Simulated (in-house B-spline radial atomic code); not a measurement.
**Dy⁶⁺: ionisation energy by several methods**

The task here is to estimate one member of a computed series from the others.

The numbers are computed with in-house B-spline radial atomic code version 1 (non-relativistic, several functionals, spin-polarised; spherical all-electron atom at the radial basis limit), except any that are marked as measured or tabulated.

### The system

```
element       : dysprosium (Z = 66)
charge        : +6
electrons     : 60
configuration : [Kr] 4d10 4f8 5s2 5p4
nucleus       : point
```

The outer shells:

[Kr] 4d10 4f8 5s2 5p4
```
[Kr] core
4d [↑↓][↑↓][↑↓][↑↓][↑↓]
4f [↑↓][↑ ][↑ ][↑ ][↑ ][↑ ][↑ ]
5s [↑↓]
5p [↑↓][↑ ][↑ ]
```

Where spins are not typed, each open shell is filled with up spins first.

The first run:

Settings, as recorded:

```ini
Z = 66
electrons = 60.0
configuration = [Kr] 4d10 4f8 5s2 5p4
hamiltonian = nr
method = am05
spin_polarised = True
```

Among the steps run: AM05, a GGA; PW91, a GGA; Hartree-Fock; TPSS, a meta-GGA; PBEsol, a GGA; M06-L, a meta-GGA.

One of the session's tables, all rows but one given; the rest of the session is left out.

| method | ΔSCF (eV) |
| --- | --- |
| AM05 | 111.79 |
| PW91 | 111.89 |
| PBEsol | ? |
| TPSS | 112.21 |
| M06-L | 112.21 |
| Hartree-Fock | 113.85 |

Estimate the missing values for PBEsol.

As computed: ΔSCF (eV): 111.83. In the column «ΔSCF (eV)» it lies between AM05 (111.79) and PW91 (111.89).

Members of this set that are not shown: 12 used exact exchange with fractional occupations of an open shell, which is unsound here.

Caveats from the session: These runs leave out relativity, which matters at this nuclear charge.
